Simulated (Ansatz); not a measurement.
# Ir: the cost of one run

Program: Ansatz 0.2.0. Level of theory: DFT r2SCAN, scalar-relativistic, plane waves, PAW. These are calculated values, not measurements.

## Step 1: The system as given

It takes space group P6_3/mmc (No. 194, hexagonal). Conventional cell: a = 2.969 Å, b = 2.969 Å, c = 8.085 Å, α = 90.00°, β = 90.00°, γ = 120.00°. Around Ir (site symmetry -6m2) lie 3 Ir at 1.71 Å.

As a file:

```cif
data_structure
_symmetry_space_group_name_H-M 'P6_3/mmc'
_symmetry_Int_Tables_number 194
_cell_length_a 2.9686
_cell_length_b 2.9686
_cell_length_c 8.0852
_cell_angle_alpha 90.000
_cell_angle_beta 90.000
_cell_angle_gamma 120.000
_cell_volume 61.70
loop_
_atom_site_label
_atom_site_type_symbol
_atom_site_symmetry_multiplicity
_atom_site_Wyckoff_symbol
_atom_site_fract_x
_atom_site_fract_y
_atom_site_fract_z
_atom_site_occupancy
Ir1 Ir 2 b 0.00000 0.00000 0.25000 1
Ir2 Ir 2 d 0.33333 0.66667 0.75000 1
```

(A quick probe on a coarse mesh, which set the mesh and smearing, is not shown.)

## Step 3: Rough relaxation on the coarse mesh

input.yaml

```yaml
crystal:
  lattice:
    - [2.9685882496, 0.0, 0.0]
    - [-1.4842941248, 2.5708728376, 0.0]
    - [0.0, 0.0, 8.0851793791]
  atoms:
    - { symbol: Ir, position: [0.0, 0.0, 0.25] }
    - { symbol: Ir, position: [0.0, 0.0, 0.75] }
    - { symbol: Ir, position: [0.3333333333, 0.6666666667, 0.75] }
    - { symbol: Ir, position: [0.6666666667, 0.3333333333, 0.25] }
basis:
  ecutwfc: 500
kpoints:
  mp_grid: { grid: [6, 6, 2] }
hamiltonian:
  xc: r2scan
scf:
  occupations: { method: gaussian, width: 0.1 }
  lower_state_search: "off"
output:
  forces: true
  stress: true
  eigenvalues: true
relax:
  adjacent_minimum: "off"
  f_tol: 0.04
  max_steps: 70
  cell: { stress_tol: 0.4 }
```

Q: Estimate wall time and peak memory on 1 thread of an Arm CPU, shared host.

About 2.6 min, with a peak of 0.5 GiB.
